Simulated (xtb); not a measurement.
**doublet Si2NH7O+: GFN2-xTB**

Wanted: a structure relaxation of doublet Si2NH7O+. 

Program for the calculation: xtb 6.7.1.

6 further runs of the same task are left out: 4 that didn't finish, 2 set aside as unsound or not needed.

### Step 1. The molecule

Si2NH7O+ has 11 atoms, charge +1, and is taken as a doublet. SMILES of the parent species: `N[SiH2]O[SiH3]`. The shape is that of a PBE0-D4/def2-TZVP optimisation. This is one conformer, not always the lowest. That shape belongs to the parent species and isn't relaxed for this state. The run starts from this shape.

Bond lengths: N1–Si2 1.701 Å, Si2–O3 1.640 Å, O3–Si4 1.630 Å, N1–H5 1.007 Å, N1–H6 1.007 Å, Si2–H7 1.484 Å, Si2–H8 1.483 Å, Si4–H9 1.487 Å, Si4–H10 1.484 Å, Si4–H11 1.487 Å. Some angles: N1–Si2–O3 114.3°, Si2–O3–Si4 148.8°, N1–Si2–H7 107.5°, N1–Si2–H8 107.5°, O3–Si2–H7 107.7°, O3–Si2–H8 107.7°, Si2–N1–H5 121.3°, Si2–N1–H6 121.3°, O3–Si4–H9 110.5°, O3–Si4–H10 108.5°.

### Step 2. A structure relaxation at GFN2-xTB

geo.gen

```
11 C
 N Si O H
   1  1     -0.45980000      2.29520000     -0.21400000
   2  2     -0.84210000      0.63820000     -0.25790000
   3  3      0.41050000     -0.35250000      0.11390000
   4  2      0.97040000     -1.86660000      0.33850000
   5  4     -0.35210000      2.78370000      0.65940000
   6  4      0.07850000      2.72670000     -0.94710000
   7  4     -1.91570000      0.40060000      0.73810000
   8  4     -1.27640000      0.31640000     -1.63940000
   9  4      0.83580000     -2.66300000     -0.91030000
  10  4      2.40320000     -1.78850000      0.71690000
  11  4      0.21310000     -2.54710000      1.42270000
```

On the command line:

```console
$ xtb -o loose -c 1 --uhf 1 -- geo.gen | tee run.log
```

**Question.** What will come out? Wanted: total energy at the end; HOMO energy; LUMO energy; dispersion energy; mean polarisability.

**Answer.** As computed:

At GFN2-xTB:

| quantity | value |
| --- | --- |
| total energy at the end | -13.66169 Eh |
| HOMO energy (partly filled) | -15.70 eV |
| LUMO energy | -10.18 eV |
| dispersion energy | -12.99 kJ/mol |
| mean polarisability (D4 model) | 68.2 bohr³ |

What this shows: At the final geometry: Bond lengths: N1–Si2 1.713 Å, Si2–O3 1.609 Å, O3–Si4 1.641 Å, N1–H5 1.011 Å, N1–H6 1.007 Å, Si2–H7 1.471 Å, Si2–H8 1.468 Å, Si4–H9 1.468 Å, Si4–H10 1.457 Å, Si4–H11 1.476 Å. Some angles: N1–Si2–O3 112.0°, Si2–O3–Si4 171.8°, N1–Si2–H7 109.8°, N1–Si2–H8 109.5°, O3–Si2–H7 104.7°, O3–Si2–H8 105.9°, Si2–N1–H5 124.9°, Si2–N1–H6 123.0°, O3–Si4–H9 103.6°, O3–Si4–H10 106.5°. The optimisation took 29 steps and changed the energy by -0.429 eV. Mulliken charges run from -0.40 on O3 to +0.55 on Si2.
